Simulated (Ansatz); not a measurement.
Crystal: GdO.

```
Gd O
1.0
     3.11330    0.00000    0.00000
    -1.55665    2.69620    0.00000
     0.00000    0.00000    3.03843
Gd O
1 1
Direct
  0.00000 0.00000 0.00000
  0.66667 0.33333 0.50000
```

The cell comes from a database or a generator and needn't be the stable form of this composition.

Program: Ansatz 0.2.0. Alike in all runs: potentials or basis Ansatz PAW; cell as given; cutoff (eV) 420; smearing fermi-dirac 0.05 eV.

**Question.** Order these runs on this cell by their pressure, lowest first.
A. level LDA; spin collinear, ferromagnetic start; k mesh 6 × 6 × 5; mesh quality coarse
B. level BLYP; spin collinear, ferromagnetic start; k mesh 6 × 6 × 5; mesh quality coarse
C. level HSE06; spin collinear, ferromagnetic start; k mesh 6 × 6 × 5; mesh quality coarse
D. level revPBE; spin collinear, ferromagnetic start; k mesh 6 × 6 × 5; mesh quality coarse
E. level PBEsol; spin non-collinear, ferromagnetic start, SOC; k mesh 10 × 10 × 9; points for each segment of the path 14; mesh quality not flagged

**Answer.** A (16.9 GPa), E (22.3 GPa), C (34.3 GPa), D (36.2 GPa), B (39.0 GPa).

Caveats: some runs use coarse meshes; a cell with one magnetic atom can't hold antiferromagnetic order, which such compounds often take; the PAW data sets come from PBE, with cores solved anew for the run's functional, which leaves a small shift of forces and pressure; the density of states is complete only up to the lowest level of the last band computed (some runs); a pressure of tens of GPa on the cell as given is suspect, and the run, the potentials or the cell itself is likely at fault (some runs); the thresholds are loose for stress (some runs).
